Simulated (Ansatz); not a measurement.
## Molecular dynamics of NaLaMgTeO₆

The input (input.yaml):

```yaml
crystal:
  lattice:
    - [1.626344, 2.853862, 4.674978]
    - [1.626344, -2.853862, 4.674978]
    - [9.883948, 0.0, 0.0]
  atoms:
    - { symbol: Na, position: [0.3027626, 0.43293668, 0.8750923] }
    - { symbol: La, position: [0.15186911, 0.11550291, 0.62507243] }
    - { symbol: Mg, position: [-0.02759653, 0.02788601, 1.0123475] }
    - { symbol: Te, position: [0.26285235, 0.23722785, 0.25008542] }
    - { symbol: O, position: [0.43260348, 0.88868366, 0.38482217] }
    - { symbol: O, position: [0.58266791, 0.14301249, 0.09102988] }
    - { symbol: O, position: [0.07369029, 0.57649175, 0.12927486] }
    - { symbol: O, position: [0.94379422, 0.32333099, 0.40612986] }
    - { symbol: O, position: [0.13976121, 0.05013043, 0.15784025] }
    - { symbol: O, position: [0.42970173, 0.39181254, 0.3246571] }
    - { symbol: Na, position: [0.85589338, 0.94677019, 0.39077146] }
    - { symbol: La, position: [0.63495047, 0.64785002, 0.1088771] }
    - { symbol: Mg, position: [0.5241732, 0.48483511, 0.49392866] }
    - { symbol: Te, position: [0.73199853, 0.75090369, 0.7500177] }
    - { symbol: O, position: [0.88654065, 0.3811381, 0.87137783] }
    - { symbol: O, position: [0.05460648, 0.61135378, 0.60096914] }
    - { symbol: O, position: [0.57286884, 0.11020065, 0.62333263] }
    - { symbol: O, position: [0.3944275, 0.88595192, 0.89197976] }
    - { symbol: O, position: [0.52494185, 0.62200855, 0.67656885] }
    - { symbol: O, position: [0.89149129, 0.85814615, 0.85080788] }
basis:
  ecutwfc: 420.0
kpoints:
  mp_grid: { grid: [2, 2, 1] }
hamiltonian:
  xc: pbesol
scf:
  occupations: { method: fermi_dirac, width: 0.05 }
  lower_state_search: "off"
md:
  timestep: 1
  n_steps: 200
  ensemble: nve
  temperature: 650.0
  initial_velocities: maxwell_boltzmann
  seed: 551363
```

Command:

```bash
$ ansatz run input.yaml --threads 1 --pin off --max-ram 3072MiB --backend cpu --events-out ev --progress --plain --runs-dir out
```

It goes on from the last frame of an earlier run, with new velocities.

Output, in part (step lines):

```
md step     0: t =     0.00 fs  T =   650.0 K  F+E_penalty+E_count = -39643.84122873 eV  E_kin = 1.596361 eV  conserved = -39642.24486774 eV  (11 SCF iters)
md step     1: t =     1.00 fs  T =   644.6 K  F+E_penalty+E_count = -39643.82791950 eV  E_kin = 1.583087 eV  conserved = -39642.24483222 eV  (8 SCF iters)
md step     2: t =     2.00 fs  T =   637.4 K  F+E_penalty+E_count = -39643.81028384 eV  E_kin = 1.565495 eV  conserved = -39642.24478896 eV  (8 SCF iters)
md step     3: t =     3.00 fs  T =   628.8 K  F+E_penalty+E_count = -39643.78902825 eV  E_kin = 1.544290 eV  conserved = -39642.24473817 eV  (8 SCF iters)
md step     4: t =     4.00 fs  T =   619.0 K  F+E_penalty+E_count = -39643.76497842 eV  E_kin = 1.520298 eV  conserved = -39642.24468078 eV  (8 SCF iters)
md step     5: t =     5.00 fs  T =   608.5 K  F+E_penalty+E_count = -39643.73906205 eV  E_kin = 1.494444 eV  conserved = -39642.24461839 eV  (3 SCF iters)
md step     6: t =     6.00 fs  T =   597.6 K  F+E_penalty+E_count = -39643.71228197 eV  E_kin = 1.467728 eV  conserved = -39642.24455354 eV  (3 SCF iters)
md step     7: t =     7.00 fs  T =   586.8 K  F+E_penalty+E_count = -39643.68567868 eV  E_kin = 1.441189 eV  conserved = -39642.24448930 eV  (3 SCF iters)
[... lines left out ...]
md step   200: t =   200.00 fs  T =   527.3 K  F+E_penalty+E_count = -39643.53965607 eV  E_kin = 1.294899 eV  conserved = -39642.24475712 eV  (8 SCF iters)
```

The steps, from the saved trajectory:

| time (fs) | T (K) | potential energy less start (eV) | conserved less start (meV/atom) |
| --- | --- | --- | --- |
| 0.0 | 650 | 0.000 | 0.00 |
| 6.0 | 598 | 0.129 | 0.02 |
| 12.0 | 547 | 0.253 | 0.03 |
| 18.0 | 550 | 0.246 | 0.02 |
| 24.0 | 559 | 0.224 | 0.00 |
| 30.0 | 509 | 0.346 | 0.01 |
| 36.0 | 447 | 0.499 | 0.04 |
| 42.0 | 470 | 0.442 | 0.03 |
| 48.0 | 574 | 0.186 | 0.01 |
| 54.0 | 664 | -0.035 | -0.01 |
| 60.0 | 655 | -0.012 | -0.01 |
| 66.0 | 562 | 0.216 | 0.03 |
| 72.0 | 514 | 0.335 | 0.03 |
| 78.0 | 533 | 0.287 | 0.01 |
| 84.0 | 531 | 0.293 | 0.01 |
| 90.0 | 504 | 0.360 | 0.02 |
| 96.0 | 503 | 0.361 | 0.03 |
| 102.0 | 546 | 0.256 | 0.02 |
| 108.0 | 589 | 0.150 | 0.00 |
| 114.0 | 553 | 0.238 | -0.01 |
| 120.0 | 436 | 0.526 | 0.03 |
| 126.0 | 378 | 0.669 | 0.05 |
| 132.0 | 441 | 0.513 | 0.01 |
| 138.0 | 492 | 0.388 | 0.00 |
| 144.0 | 477 | 0.426 | 0.02 |
| 150.0 | 457 | 0.476 | 0.03 |
| 156.0 | 483 | 0.411 | 0.03 |
| 162.0 | 551 | 0.244 | 0.01 |
| 168.0 | 603 | 0.115 | 0.00 |
| 174.0 | 608 | 0.104 | 0.01 |
| 180.0 | 601 | 0.121 | 0.02 |
| 186.0 | 608 | 0.103 | 0.01 |
| 192.0 | 600 | 0.123 | 0.01 |
| 198.0 | 553 | 0.237 | 0.01 |

All steps were run. The conserved energy stayed within 0.047 meV per atom of its start (net change 0.0056 meV per atom), so the integration is sound. A run of 0.2 ps of so small a system gives no equilibrium averages. Limits of this set-up: coarse k mesh.

Mean squared displacements from the first frame to the last, about the centre of mass: Na 0.08 Å², La 0.18 Å², Mg 0.22 Å², Te 0.03 Å², O 0.17 Å².

Last frame:

```xyz
20
Lattice="1.6263 2.8539 4.6750 1.6263 -2.8539 4.6750 9.8839 0.0000 0.0000" Properties=species:S:1:pos:R:3
Na 9.986 -0.119 3.583
La 6.409 -0.256 1.270
Mg 9.728 0.283 -0.057
Te 3.247 -0.027 2.353
O 5.994 -1.738 5.981
O 2.399 1.402 3.313
O 2.058 -1.440 3.180
O 5.931 1.344 6.064
O 1.997 -0.146 0.815
O 4.571 -0.138 3.849
Na 6.670 -0.039 8.452
La 3.188 0.362 5.804
Mg 6.587 -0.269 4.646
Te 10.008 -0.015 7.012
O 11.034 1.532 6.368
O 7.107 -1.583 3.228
O 7.319 1.330 3.048
O 11.062 -1.039 5.776
O 8.639 0.224 5.526
O 11.116 -0.123 8.568
```

Run time: 11 min on 1 thread of Arm Neoverse V2 (shared host), peak memory 0.65 GiB.
